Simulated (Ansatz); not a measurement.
The input (input.yaml):

```yaml
crystal:
  lattice:
    - [8.185468, 0.0, 0.0]
    - [4.092734, 7.088823, 0.0]
    - [0.0, 0.0, 18.012555]
  atoms:
    - { symbol: La, position: [0.0, 0.0, 0.0555168] }
    - { symbol: S, position: [0.33332647, 0.83342848, 0.15040429] }
    - { symbol: La, position: [0.0, 0.5, 0.0555168] }
    - { symbol: S, position: [0.33364784, 0.33317997, 0.15043165] }
    - { symbol: La, position: [0.5, 0.0, 0.0555168] }
    - { symbol: S, position: [0.83313935, 0.83341147, 0.15042919] }
    - { symbol: La, position: [0.5, 0.5, 0.0555168] }
    - { symbol: S, position: [0.8331881, 0.33353544, 0.150404] }
    - { symbol: La, position: [0.6661092, 0.66694032, 0.25612798] }
    - { symbol: S, position: [-0.00086454, 0.50050245, 0.33150306] }
    - { symbol: La, position: [0.66727602, 0.16647925, 0.25612933] }
    - { symbol: S, position: [1.00053331, 0.99978475, 0.3315783] }
    - { symbol: La, position: [0.16671041, 0.6665516, 0.25641777] }
    - { symbol: S, position: [0.50015529, 0.4997901, 0.33217078] }
    - { symbol: La, position: [0.16659559, 0.16693317, 0.25646646] }
    - { symbol: S, position: [0.50015692, 0.00016685, 0.33211682] }
    - { symbol: C, position: [0.48553346, 0.25715881, 0.48981485] }
    - { symbol: O, position: [0.32055071, 0.33965713, 0.49252921] }
    - { symbol: O, position: [0.65071245, 0.17442944, 0.48842375] }
basis:
  ecutwfc: 420.0
kpoints:
  mp_grid: { grid: [2, 2, 1] }
hamiltonian:
  xc: pbe
  dispersion: d3bj
scf:
  occupations: { method: gaussian, width: 0.05 }
  lower_state_search: "off"
neb:
  images: 2
  f_tol: 0.05
  max_iterations: 50
  order_check: false
  constraints: [{ sites: [0, 2, 4, 6] }]
  final_atoms:
    - { symbol: La, position: [0.0, 0.0, 0.05551683] }
    - { symbol: S, position: [0.32803743, 0.84305858, 0.14857353] }
    - { symbol: La, position: [-1.0e-08, 0.50000002, 0.05551683] }
    - { symbol: S, position: [0.32891897, 0.33253046, 0.15118876] }
    - { symbol: La, position: [0.50000001, 0.0, 0.05551683] }
    - { symbol: S, position: [0.83369119, 0.83351813, 0.14915347] }
    - { symbol: La, position: [0.5, 0.50000002, 0.05551683] }
    - { symbol: S, position: [0.83952189, 0.33101091, 0.15090771] }
    - { symbol: La, position: [0.65774637, 0.67043224, 0.24793812] }
    - { symbol: S, position: [-0.03057977, 0.55403061, 0.34518984] }
    - { symbol: La, position: [0.66808378, 0.16444377, 0.25314404] }
    - { symbol: S, position: [0.99473026, 0.99146084, 0.33127817] }
    - { symbol: La, position: [0.17033597, 0.67174156, 0.24969873] }
    - { symbol: S, position: [0.5006133, 0.49961076, 0.32800632] }
    - { symbol: La, position: [0.15646152, 0.18834395, 0.27696153] }
    - { symbol: S, position: [0.51671168, -0.01152567, 0.3304686] }
    - { symbol: C, position: [0.32425089, 0.41975429, 0.49102528] }
    - { symbol: O, position: [0.08835451, 0.34399156, 0.38317699] }
    - { symbol: O, position: [0.43447077, 0.27104638, 0.50808645] }
```

Launched with:

```bash
$ ansatz run input.yaml --threads 2 --pin off --max-ram 5120MiB --backend cpu --events-out ev --progress --plain --runs-dir out
```

Hardware: 2 threads of AMD EPYC 9R45 96-Core Processor (Zen 5) (shared host).

Question: Roughly how long does this run take, and how much memory?

Answer: 8.3 min, with a peak of 2.6 GiB, for 27 band iterations.
